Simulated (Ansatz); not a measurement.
# Mg4Te3: the cost of one run

The runs use Ansatz 0.2.0, Gaussian basis; UKS PBE0-D4/def2-TZVP.

The runs, in order: a search for the lowest solution at PBE0-D4/def2-SVP; a single point at PBE0-D4/def2-TZVP.

6 further runs of the same task are left out: 4 that didn't finish, 2 set aside as unsound or not needed. Runs told in other sessions of the task aren't counted.

### 1 The structure

The geometry is that of the doublet, from an earlier relaxation (r2SCAN-D4/def2-SVP). At that level it is the lowest of the isomers that a small search found.

7 atoms, charge 1, spin multiplicity 2.

Atoms are counted from 1 here; the program's logs count them from 0.

Bond lengths: Mg1–Te5 2.729 Å, Mg1–Te6 2.729 Å, Mg2–Te6 2.729 Å, Mg2–Te7 2.729 Å, Mg3–Te5 2.729 Å, Mg3–Te7 2.729 Å, Mg4–Te5 2.845 Å, Mg4–Te6 2.845 Å, Mg4–Te7 2.846 Å. Angles: Te5–Mg1–Te6 112.6°, Te6–Mg2–Te7 112.6°, Te5–Mg3–Te7 112.6°, Te5–Mg4–Te6 105.9°, Te5–Mg4–Te7 105.9°, Te6–Mg4–Te7 105.9°, Mg1–Te5–Mg3 72.8°, Mg1–Te5–Mg4 68.3°, Mg3–Te5–Mg4 68.3°, Mg1–Te6–Mg2 72.8°, Mg1–Te6–Mg4 68.4°, Mg2–Te6–Mg4 68.4°, Mg2–Te7–Mg3 72.8°, Mg2–Te7–Mg4 68.3°, Mg3–Te7–Mg4 68.3°.

Te takes a core potential in the def2 sets. No spin-orbit coupling is included. The ion is computed in the gas phase, without counter-ions or solvent.

Bonds by kind at the end (by distance):

```tsv
bond	count	shortest (Å)	longest (Å)
Mg–Te	9	2.729	2.846
```

### 2 Searching for the lowest solution, PBE0-D4/def2-SVP

start.molden holds the orbitals of an earlier run on this state, given as this run's starting guess.

Contents of in.yaml:

```yaml
crystal:
  periodic: [false, false, false]
  atoms:
    - {symbol: Mg, position_ang: [-1.573496, -1.070257, -0.895248]}
    - {symbol: Mg, position_ang: [1.176882, -1.578782, 0.738598]}
    - {symbol: Mg, position_ang: [1.109720, 0.554001, -1.696979]}
    - {symbol: Mg, position_ang: [-0.383521, 1.125398, 0.996365]}
    - {symbol: Te, position_ang: [-1.426196, 1.558194, -1.615516]}
    - {symbol: Te, position_ang: [-1.333291, -1.433156, 1.799313]}
    - {symbol: Te, position_ang: [2.429892, 0.844611, 0.673469]}
basis:
  gaussian: {orbitals: def2-SVP, initial_orbitals: start.molden}
total_charge: 1
magnetization: {spin_polarized: true, initial_magnetization: 1}
hamiltonian: {xc: pbe0, dispersion: d4}
output: {orbitals: {seedname: orbitals}}
```

Started as:

```sh
$ ansatz run in.yaml --threads 4 --pin off --events-out ev --progress --plain --max-ram 4787MiB
```

**Question.** How long does this run take on 4 threads of Arm Neoverse V1, shared host, and how much memory does it need?

About 17 s, with a peak of 0.81 GiB.
